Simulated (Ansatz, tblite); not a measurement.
**(Cl)2Si(OSiH2)2O (Cl2H4O3Si3): a ladder of methods and basis sets**

Aim: run the singlet of (Cl)2Si(OSiH2)2O (Cl2H4O3Si3) at one geometry on many levels, and compare frontier levels, spin and run time.

Method: as each input shows; program: Ansatz 0.2.0, Gaussian basis.

Levels to be run: GFN1-xTB, GFN2-xTB, PBE-D4/def2-TZVP, r2SCAN-D4/def2-TZVP, PBE-QIDH/def2-TZVP, LDA/def2-TZVP, HSE06-D4/def2-TZVP, PBE-D4/def2-SVP, PBE0-D4/def2-SVP, HF/6-31G, B3LYP-D4/6-31G, CCSD(T)/def2-SVP, MP2/def2-TZVP, RPA/def2-TZVP.

2 further runs of the same task are left out: 2 set aside as unsound or not needed.

## 1. The geometry

The singlet was relaxed beforehand with PBE-D4/def2-SVP.

12 atoms, charge 0, spin multiplicity 1.

Bond lengths: Si1–Cl2 2.051 Å, Si1–Cl3 2.051 Å, Si1–O4 1.657 Å, Si1–O8 1.657 Å, O4–Si5 1.688 Å, Si5–O6 1.677 Å, Si5–H9 1.495 Å, Si5–H10 1.495 Å, O6–Si7 1.677 Å, Si7–O8 1.688 Å, Si7–H11 1.495 Å, Si7–H12 1.495 Å. Angles: Cl2–Si1–Cl3 109.2°, Cl2–Si1–O4 109.6°, Cl2–Si1–O8 109.6°, Cl3–Si1–O4 109.6°, Cl3–Si1–O8 109.6°, O4–Si1–O8 109.4°, Si1–O4–Si5 131.5°, O4–Si5–O6 107.6°, O4–Si5–H9 108.8°, O4–Si5–H10 108.8°, O6–Si5–H9 109.7°, O6–Si5–H10 109.7°, H9–Si5–H10 112.2°, Si5–O6–Si7 132.4°, O6–Si7–O8 107.6°, O6–Si7–H11 109.7°, O6–Si7–H12 109.7°, O8–Si7–H11 108.8° and more.

PBE0-D4/def2-TZVP was run before; its log isn't repeated, and its numbers join the tables.

## 2. GFN1-xTB

Tight binding, by tblite at 300 K electronic temperature and without a spin-polarisation term:

```python
tblite.interface.Calculator('GFN1-xTB', numbers, positions, charge=0, uhf=0).singlepoint()
```

Energy -841.1289 eV, HOMO -11.77 eV, LUMO -4.37 eV; 0.017 s.

## 3. GFN2-xTB

Tight binding, by tblite at 300 K electronic temperature and without a spin-polarisation term:

```python
tblite.interface.Calculator('GFN2-xTB', numbers, positions, charge=0, uhf=0).singlepoint()
```

Energy -787.4663 eV, HOMO -11.79 eV, LUMO -5.98 eV; 0.015 s.

## 4. PBE-D4/def2-TZVP

start.molden holds the orbitals of an earlier run on this state, given as this run's starting guess.

File in.yaml:

```yaml
crystal:
  periodic: [false, false, false]
  atoms:
    - {symbol: Si, position_ang: [-1.192231, 1.032647, -0.608858]}
    - {symbol: Cl, position_ang: [-1.068643, 3.078573, -0.688551]}
    - {symbol: Cl, position_ang: [-2.994070, 0.434800, -1.385860]}
    - {symbol: O, position_ang: [-1.073259, 0.530581, 0.965975]}
    - {symbol: Si, position_ang: [0.034942, -0.483721, 1.735943]}
    - {symbol: O, position_ang: [1.145650, -0.987235, 0.584729]}
    - {symbol: Si, position_ang: [1.298923, -0.669891, -1.054871]}
    - {symbol: O, position_ang: [0.041392, 0.367523, -1.493229]}
    - {symbol: H, position_ang: [-0.695569, -1.668207, 2.283198]}
    - {symbol: H, position_ang: [0.735101, 0.291588, 2.805823]}
    - {symbol: H, position_ang: [1.165777, -1.942387, -1.828943]}
    - {symbol: H, position_ang: [2.601997, 0.015739, -1.315367]}
basis:
  gaussian: {orbitals: def2-TZVP, initial_orbitals: start.molden}
hamiltonian: {xc: pbe, dispersion: d4}
scf: {omitted_lower_state_checks: [starts]}
output: {orbitals: {seedname: orbitals}}
```

The run is started by

```bash
$ ansatz run in.yaml --threads 2 --pin off --events-out ev --progress --plain --max-ram 32768MiB --backend cuda --devices 0, --max-vram 18GiB
```

The runs that follow: r2SCAN-D4/def2-TZVP; PBE-QIDH/def2-TZVP; LDA/def2-TZVP; HSE06-D4/def2-TZVP; PBE-D4/def2-SVP; PBE0-D4/def2-SVP; HF/6-31G; B3LYP-D4/6-31G; CCSD(T)/def2-SVP; MP2/def2-TZVP; RPA/def2-TZVP.

Before running them: what should the planned runs give, taken together? Wanted: gap in def2-TZVP, named functionals, smallest and largest; correlation energy, CCSD(T)/def2-SVP; correlation energy, MP2/def2-TZVP; binding an atom, CCSD(T)/def2-SVP; PBE0 total energy, smallest basis above largest.

As calculated:

| quantity | value |
| --- | --- |
| gap in def2-TZVP, named functionals, smallest and largest | 6.05 eV (LDA), 8.64 eV (PBE0-D4) |
| correlation energy, CCSD(T)/def2-SVP | -31.51 eV |
| correlation energy, MP2/def2-TZVP | -37.82 eV |
| binding an atom, CCSD(T)/def2-SVP | 3.825 eV |
| PBE0 total energy, smallest basis above largest | 25.20 eV (def2-SVP, def2-TZVP) |

**Reading.** Orbital gaps of the named functionals in def2-TZVP span 6.05 eV (LDA) to 8.64 eV (PBE0-D4); exact exchange widens it. A small miss in a minimal or small basis is a cancelling of errors, not accuracy. The functionals in def2-TZVP miss CCSD(T)/def2-SVP by +0.315 (PBE0-D4) to +0.930 eV (LDA) an atom. The yardstick is in a double-zeta basis, so levels in larger sets aren't compared like for like. The reference is CCSD(T) in one finite basis, so it carries an error of its own, often a tenth of an eV or more, and near misses can't be ranked.
